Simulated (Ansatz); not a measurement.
# SrTiO3: the cost of one run

Computed with Ansatz 0.2.0 (DFT r2SCAN, scalar-relativistic, plane waves, PAW, unless a step's input says otherwise).

2 further runs of the same task are left out: 2 set aside as unsound or not needed.

### Step 1. The system as given

It takes space group Pm-3m (No. 221, cubic). Conventional cell: a = 3.913 Å, b = 3.913 Å, c = 3.913 Å, α = 90.00°, β = 90.00°, γ = 90.00°. Sr (site symmetry m-3m) has 12 O at 2.77 Å as nearest neighbours. Ti (site symmetry m-3m) is surrounded by 6 O at 1.96 Å. O (site symmetry 4/mmm) has 2 Ti at 1.96 Å and 4 Sr at 2.77 Å as nearest neighbours.

Structure file:

```
CELL_PARAMETERS angstrom
3.91270 0.00000 0.00000
0.00000 3.91270 0.00000
0.00000 0.00000 3.91270
ATOMIC_POSITIONS crystal
Sr 0.00000 0.00000 0.00000
Ti 0.50000 0.50000 0.50000
O 0.50000 0.00000 0.50000
O 0.50000 0.50000 0.00000
O 0.00000 0.50000 0.50000
```

Source of the structure: the Materials Project (structure only).

(A quick probe on a coarse mesh, which set the mesh and smearing, is not shown.)

### Step 3. The relaxation

File input.yaml:

```yaml
crystal:
  lattice:
    - [3.91270131, 0.0, 0.0]
    - [0.0, 3.91270131, 0.0]
    - [0.0, 0.0, 3.91270131]
  atoms:
    - { symbol: Sr, position: [0.0, 0.0, 0.0] }
    - { symbol: Ti, position: [0.5, 0.5, 0.5] }
    - { symbol: O, position: [0.5, 0.0, 0.5] }
    - { symbol: O, position: [0.5, 0.5, 0.0] }
    - { symbol: O, position: [0.0, 0.5, 0.5] }
basis:
  ecutwfc: 500
kpoints:
  mp_grid: { grid: [8, 8, 8] }
hamiltonian:
  xc: r2scan
scf:
  occupations: { method: gaussian, width: 0.02 }
output:
  forces: true
  stress: true
  eigenvalues: true
relax:
  adjacent_minimum: "off"
  f_tol: 0.005
  max_steps: 80
  cell: { stress_tol: 0.05 }
```

Command:

```sh
ansatz run input.yaml --threads 8 --pin off --max-ram 20480MiB --backend cpu --events-out ev --progress --plain --runs-dir out
```

Q: Estimate wall time and peak memory on 8 threads of Intel Xeon 6975P-C (Granite Rapids), shared host.

About 2 s, with a peak of 0.61 GiB.
